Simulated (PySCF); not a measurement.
**C4H8AsNSi: electronic excitations**

Wanted: the electronic excitations of C4H8AsNSi (`[H]/N=C\C#CC[SiH2][AsH2]`), by calculation.

Computed with PySCF 2.14.0, with density-fitted response routines of our own, on a single molecule in the gas phase. Atoms count from 0, in the outputs and in this text.

### Step 1. Starting geometry

15 atoms, charge 0, multiplicity 1; geometry from: GFN2-xTB.

Bonds of the start (Å): N0–C1 1.26, C1–C2 1.42, C2–C3 1.21, C3–C4 1.43, C4–Si5 1.93, Si5–As6 2.33, N0–H7 1.02, C1–H8 1.09, C4–H9 1.09, C4–H10 1.09, Si5–H11 1.47, Si5–H12 1.47, As6–H13 1.50, As6–H14 1.50.

### Step 2. TDDFT and polarisability: CAM-B3LYP/def2-SVPD

Job settings and geometry (Å):

```
{"job": {"kind": "uv", "xc": "CAM-B3LYP", "basis": "def2-SVPD", "nstates": 8, "ntriplets": 3}, "charge": 0, "multiplicity": 1}
N     -3.726566    -0.362699     1.000214
C     -2.849206     0.481832     0.664292
C     -1.659507     0.235437    -0.062362
C     -0.704361    -0.080377    -0.732578
C      0.497612    -0.395767    -1.442870
Si     1.930664    -0.622170    -0.168173
As     1.717347     1.066098     1.418364
H     -3.531483    -1.317978     0.699179
H     -3.017661     1.513798     0.966403
H      0.741677     0.417664    -2.129403
H      0.359324    -1.304576    -2.027900
H      3.164964    -0.676322    -0.972059
H      1.756467    -1.950602     0.443483
H      3.136769     0.888313     1.873691
H      2.179545     2.115341     0.447807
```

With the program's defaults for keys left out, this is: TDDFT CAM-B3LYP/def2-SVPD, vertical, gas phase, core orbitals frozen in the response.

Command:

```console
OMP_NUM_THREADS=1 python probes_run.py task.json out
```

One launch serves the whole session: the jobs run in the order shown.

Output:

```text
coarse grid: 59360 points
cycle   1  E = -2736.7158393715  dE =  1.193e-01  |g| = 4.681e-01  |ddm| = 9.303e+00
cycle   2  E = -2736.7123760157  dE =  3.463e-03  |g| = 5.309e-01  |ddm| = 3.374e+00
cycle   3  E = -2736.7701381982  dE = -5.776e-02  |g| = 9.776e-02  |ddm| = 1.271e+00
cycle   4  E = -2736.7723116683  dE = -2.173e-03  |g| = 3.377e-02  |ddm| = 2.363e-01
cycle   5  E = -2736.7726086266  dE = -2.970e-04  |g| = 5.519e-03  |ddm| = 9.100e-02
cycle   6  E = -2736.7726188950  dE = -1.027e-05  |g| = 2.500e-03  |ddm| = 3.670e-02
cycle   7  E = -2736.7726205642  dE = -1.669e-06  |g| = 1.396e-03  |ddm| = 6.735e-03
final grid: 123800 points
cycle   8  E = -2736.7726141203  dE =  5.087e-07  |g| = 2.227e-03  |ddm| = 7.957e-03
cycle   9  E = -2736.7726118912  dE =  2.229e-06  |g| = 3.817e-03  |ddm| = 8.449e-03
cycle  10  E = -2736.7726153330  dE = -3.442e-06  |g| = 9.523e-05  |ddm| = 5.347e-03
cycle  11  E = -2736.7726153374  dE = -4.465e-09  |g| = 5.992e-05  |ddm| = 3.390e-04
cycle  12  E = -2736.7726153400  dE = -2.623e-09  |g| = 2.580e-05  |ddm| = 2.310e-04
cycle  13  E = -2736.7726153403  dE = -2.437e-10  |g| = 4.138e-06  |ddm| = 8.402e-05
converged SCF energy = -2736.7726153403

Static polarisability (au): isotropic 116.591, principal 89.023 111.760 148.991

Singlet excitations
state   eV       nm        f      main configurations
  1   4.7087    263.3   0.00275   H-1->L 0.46, H-2->L 0.45
  2   5.3582    231.4   0.01553   H-3->L 0.79, H->L 0.10
  3   5.5010    225.4   0.25319   H->L 0.67, H-1->L 0.10
  4   6.2842    197.3   0.00060   H->L+5 0.32, H->L+4 0.22, H->L+2 0.13
  5   6.4689    191.7   0.01530   H->L+3 0.17, H-1->L+3 0.11, H-2->L+3 0.10
  6   6.5793    188.4   0.01117   H->L+1 0.46, H->L+2 0.16
  7   6.7291    184.3   0.07285   H-2->L 0.29, H-1->L 0.21, H->L+2 0.09
  8   6.8620    180.7   0.04866   H->L+1 0.19, H-1->L+2 0.17, H-1->L+3 0.11

Triplet excitations (Tamm-Dancoff, eV): 3.7522 3.9637 4.9968
```

Run time: 2.1 min. Hardware: 1 thread of Intel Xeon at 2.70GHz, shared host; peak memory 1 GiB.

Frontier orbitals and where they lie:

```tsv
orbital	eV	atoms
HOMO−3	-9.62	C2 27 %, C3 25 %, N0 13 %
HOMO−2	-9.16	N0 34 %, As6 27 %, Si5 8 %
HOMO−1	-9.02	N0 25 %, As6 22 %, C2 13 %
HOMO	-8.63	C2 23 %, C3 21 %, N0 14 %
LUMO	-0.14	N0 27 %, C1 24 %, C3 15 %
LUMO+1	0.69	Si5 27 %, As6 19 %, H11 9 %
LUMO+2	0.86	As6 38 %, Si5 19 %, H14 14 %
```

With each of the 8 states as a Gaussian band of 0.4 eV half-width at 1/e, the curve within the window shown has maxima at 226 nm (ε 11,000), 184 nm (ε 5,500) L/(mol cm). Beyond the last state computed it falls off for lack of states. The curve at chosen wavelengths:

| nm | ε (L/mol/cm) |
| --- | --- |
| 173 | 2122 |
| 178 | 4281 |
| 183 | 5504 |
| 188 | 4898 |
| 193 | 3278 |
| 199 | 1816 |
| 204 | 1927 |
| 209 | 3550 |
| 214 | 6329 |
| 219 | 9156 |
| 224 | 10716 |
| 229 | 10374 |
| 234 | 8508 |
| 240 | 5559 |
| 245 | 3421 |
| 250 | 1920 |
| 255 | 1016 |
| 260 | 532 |
| 265 | 292 |
| 270 | 175 |
| 275 | 114 |
| 281 | 72 |
| 286 | 49 |
| 291 | 32 |
| 296 | 21 |
| 301 | 13 |

Leading natural transition orbitals of singlet state 3: the hole lies on C2, C3 about 33 % each; N0 12 %; C4 6 %; the particle on C1, C3 about 21 % each; N0 22 %; C2 13 %.

Leading natural transition orbitals of singlet state 1: the hole lies on N0 60 %; C2, C3 about 11 % each; H7 10 %; the particle on N0 29 %; C1 28 %; C3 16 %.

Further results of this job:

```tsv
property	computed
dipole moment (D)	3.64
polarisability (Å³)	17.28
HOMO–LUMO gap (eV)	8.48
−ε(HOMO) (eV)	8.63
```

Orbitals, density, ELF and potential are computed afterwards from the orbital file.

Frontier orbitals at CAM-B3LYP/def2-SVPD, with the share of their density that lies nearest to each atom:

```tsv
orbital	energy (eV)	lies on
HOMO	-8.63	C2, C3 about 23 % each; N0 15 %; As6 12 %
LUMO	-0.14	N0 25 %; C1, C3 about 20 % each; C2 10 %
```

ELF in a plane through or near 5 of the atoms.

Ten even steps from ' ' (0.00) to '@' (1.00):
```
                                                        
                                                        
                    ..::::..                            
                  ..++####**::                          
            ....::--++##%%%%==          ..              
            ::::----::--##%%--      ..##%%**            
            ..::==--::..**##..      --@@@@%%            
              ..--==::--++::  ..--..==%%@@##    ..      
              ..--++**==..  ::**##**##::====::==++::    
            ..::--++++--    **%%**..@@++::##++**++::    
        --%%@@%%**::==**==++====##..****++**++++==..    
        ##@@@@@@%%--##@@**##--++##%%**::..::----..      
        **@@@@@@%%::##**----%%**####==                  
        ..%%@@%%::  --##%%%%--::----..                  
          ..==::    --@@@@@@++                          
                    --@@@@@@**                          
                    ..##@@%%--                          
                                                        
                                                        
                                                        
```
The map spans 12.8 Å across and 9.9 Å up, centred on the molecule. Atoms in the plane (x, y in Å): C1 (2.9, 0.6), C2 (1.6, 0.0), C3 (0.6, -0.7), C4 (-0.6, -1.3), H10 (-0.6, -2.4).

On the surface of density 0.002 e/bohr³ the electrostatic potential runs, from the 1st to the 99th percentile, from -1.80 V near N0 to 1.22 V near H9.

### Step 3. Summary of results

```
                                quantity                        value
    lowest singlet (CAM-B3LYP/def2-SVPD)  4.71 eV (263 nm), f = 0.003
brightest single state of those computed  state 3, 5.50 eV, f = 0.253
                          lowest triplet                      3.75 eV
   surface potential, 1st and 99th percentile           -1.80 V and 1.22 V
```

What this shows: The first singlet state (HOMO−1→LUMO 0.46, HOMO−2→LUMO 0.45) lies at 4.71 eV and is weak; of the 8 states computed, the strongest absorption comes from state 3 at 5.50 eV. The lowest triplet lies 0.96 eV below the lowest singlet (triplets in Tamm-Dancoff, singlets in full TDDFT).
